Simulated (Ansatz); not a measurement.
What does this script print? It uses the Python package of Ansatz (0.2.0).

`ch5bsite_bend.py`:
```python
'''Bending curve of CH5BSiTe.'''

import logging
import sys

import ansatz as az
from ase import Atoms

logging.basicConfig(stream=sys.stdout, format='%(name)s: %(message)s')
logger = logging.getLogger('ch5bsite')
logger.setLevel(logging.INFO)

BASIS = 'def2-SVP'
FUNCTIONAL = 'pbe0'
FMAX = 0.02
METHOD = 'mp2'

atoms = Atoms(['Te', 'Si', 'B', 'C', 'H', 'H', 'H', 'H', 'H'], positions=[
    (-2.2647, 0.9195, -0.5935),
    (0.0049, 0.6574, 0.2278),
    (0.1954, -1.3117, 0.6933),
    (1.0254, -0.6362, -0.5285),
    (-2.0581, 2.672, -0.7134),
    (0.52, 1.4353, 1.3779),
    (0.0084, -2.25, 1.3834),
    (2.0888, -0.5501, -0.4033),
    (0.5686, -0.9824, -1.4609),
])

# relax first, so that the scan starts from a minimum
first = (
    az.Crystal.molecule_from_ase(atoms).calculation()
    .basis(gaussian=BASIS)
    .functional(FUNCTIONAL)
    .relax(force_tolerance=FMAX, max_steps=80)
)
atoms.positions = first.run(threads=1).report['positions_ang']

rows = []
for angle in [90, 100, 110, 120, 135, 150, 165, 179]:
    bent = atoms.copy()
    bent.set_angle(1, 0, 4, angle, indices=[4])
    base = (
        az.Crystal.molecule_from_ase(bent).calculation()
        .basis(gaussian=BASIS)
        .correlation(METHOD)
    )
    rows.append((angle, base.run(threads=1).report['free_energy_ev']))
floor = min(e for _, e in rows)
for angle, e in rows:
    logger.info(f'angle Si1-Te0-H4 = {angle:3d} deg   {1000 * (e - floor):9.1f} meV')
```

`python ch5bsite_bend.py` gives:
```text
ch5bsite: angle Si1-Te0-H4 =  90 deg         0.0 meV
ch5bsite: angle Si1-Te0-H4 = 100 deg        18.9 meV
ch5bsite: angle Si1-Te0-H4 = 110 deg       137.1 meV
ch5bsite: angle Si1-Te0-H4 = 120 deg       347.8 meV
ch5bsite: angle Si1-Te0-H4 = 135 deg       818.6 meV
ch5bsite: angle Si1-Te0-H4 = 150 deg      1434.9 meV
ch5bsite: angle Si1-Te0-H4 = 165 deg      2103.9 meV
ch5bsite: angle Si1-Te0-H4 = 179 deg      2543.3 meV
```

Reading the output:
- The scan is rigid, and the energies are electronic, in a modest basis. The zero is the lowest point of the grid, which needn't be the minimum.
- def2 sets replace the cores of elements past krypton by effective core potentials.
- The start is relaxed with a density functional and scanned with the wavefunction method, so it isn't exactly that method's minimum.
- Wall time of the script: 2.1 min on 1 thread of Arm Neoverse V2, on a shared host, peak memory 0.32 GiB.
